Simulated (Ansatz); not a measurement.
# CH4AlBO: a ladder of functionals and wavefunction methods

The task here is to estimate one member of a computed series from the others.

Program: Ansatz 0.2.0, Gaussian basis. Level of theory: functionals in def2-TZVPP, the program's frozen cores in correlated methods. These are calculated values, not measurements.

Plan: LDA (SPW92), PBE-D4, revPBE-D4, BLYP-D4, r2SCAN-D4, B97M-V, PBE0-D4, B3LYP-D4, r2SCANh-D4, r2SCAN0-D4, HSE06-D4, BHLYP-D4, CAM-B3LYP-D4, LC-ωPBE, ωB97X-V, ωB97M-V, B2PLYP, PBE-QIDH; CCSD(T)/def2-SVP; CCSD(T)/def2-TZVPP; MP2/def2-QZVPP; extrapolation to the limit; RPA on PBE.

1 further run of the same task is left out (it didn't finish).

## Structure used throughout

An earlier PBE0-D4 in a triple-zeta def2 set relaxation fixed the geometry.

SMILES `C[B]1[O][AlH]1`, 8 atoms, charge 0, spin multiplicity 1.

Atoms are counted from 1 here; the program's logs count them from 0.

Bond lengths: C1–B2 1.549 Å, C1–H5 1.094 Å, C1–H6 1.094 Å, C1–H7 1.094 Å, B2–O3 1.331 Å, B2–Al4 2.013 Å, O3–Al4 1.815 Å, Al4–H8 1.586 Å. Angles: B2–C1–H5 111.6°, B2–C1–H6 110.3°, B2–C1–H7 110.3°, H5–C1–H6 109.0°, H5–C1–H7 109.0°, H6–C1–H7 106.4°, C1–B2–O3 135.2°, C1–B2–Al4 163.0°, O3–B2–Al4 61.8°, B2–O3–Al4 77.9°, B2–Al4–O3 40.3°, B2–Al4–H8 158.3°, O3–Al4–H8 118.1°.

Coordinates:

```mol
CH4AlBO
  3D, bonds by distance, orders not assigned

  8  8  0  0  0  0  0  0  0  0999 V2000
   -0.1912    1.3569   -0.3706 C   0  0
    0.0507   -0.1209    0.0254 B   0  0
    1.1198   -0.8565    0.3194 O   0  0
   -0.2280   -2.0611    0.4857 Al  0  0
    0.7457    1.9200   -0.4167 H   0  0
   -0.8613    1.8380    0.3475 H   0  0
   -0.6888    1.4129   -1.3429 H   0  0
    0.1453   -3.5465    0.8964 H   0  0
  1  2  8  0
  2  3  8  0
  3  4  8  0
  1  5  8  0
  1  6  8  0
  1  7  8  0
  4  8  8  0
  2  4  8  0
M  END
```

Set-up of the first run:

File in.yaml:

```yaml
crystal:
  periodic: [false, false, false]
  atoms:
    - {symbol: C, position_ang: [-0.191184, 1.356932, -0.370645]}
    - {symbol: B, position_ang: [0.050704, -0.120880, 0.025394]}
    - {symbol: O, position_ang: [1.119756, -0.856479, 0.319430]}
    - {symbol: Al, position_ang: [-0.228048, -2.061095, 0.485688]}
    - {symbol: H, position_ang: [0.745729, 1.920016, -0.416699]}
    - {symbol: H, position_ang: [-0.861261, 1.837966, 0.347489]}
    - {symbol: H, position_ang: [-0.688845, 1.412905, -1.342927]}
    - {symbol: H, position_ang: [0.145349, -3.546467, 0.896369]}
basis:
  gaussian: {orbitals: def2-TZVPP}
hamiltonian: {xc: lda}
output: {orbitals: {seedname: orbitals}}
```

On the command line:

```
> ansatz run in.yaml --threads 2 --pin off --events-out ev --progress --plain --max-ram 4352MiB
```

Among the steps run: LDA; PBE-D4 (GGA); revPBE-D4 (GGA); BLYP-D4 (GGA); r2SCAN-D4 (meta-GGA); B97M-V (meta-GGA); B3LYP-D4 (hybrid); r2SCANh-D4 (hybrid); r2SCAN0-D4 (hybrid); HSE06-D4 (hybrid); BHLYP-D4 (hybrid); CAM-B3LYP-D4 (range-separated); LC-ωPBE (range-separated); ωB97X-V (range-separated); ωB97M-V (range-separated); B2PLYP (double hybrid); PBE-QIDH (double hybrid).

One table of the session follows, with a row left open; its other results are not shown here.

```
  functional  HOMO (eV)  LUMO (eV)  gap (eV)
 LDA (SPW92)      -5.00      -2.39      2.61
      PBE-D4      -4.89      -2.20      2.69
   revPBE-D4      -4.84      -2.12      2.72
     BLYP-D4      -4.78      -2.07      2.71
   r2SCAN-D4      -5.03      -1.98      3.06
      B97M-V      -5.09      -2.04      3.04
     PBE0-D4      -5.88      -1.42      4.46
    B3LYP-D4      -5.73      -1.60      4.12
  r2SCANh-D4      -5.41      -1.69      3.72
  r2SCAN0-D4      -5.97      -1.29      4.69
    HSE06-D4          ?          ?         ?
    BHLYP-D4      -6.79      -0.61      6.18
CAM-B3LYP-D4      -7.12      -0.43      6.69
     LC-ωPBE      -8.31       0.60      8.92
     ωB97X-V      -8.03       0.52      8.55
     ωB97M-V      -7.86       0.31      8.17
```

Estimate the missing values for HSE06-D4.

The run gave: HOMO (eV): -5.49; LUMO (eV): -1.79; gap (eV): 3.70. In the column «HOMO (eV)» it lies between B3LYP-D4 (-5.73) and r2SCANh-D4 (-5.41).
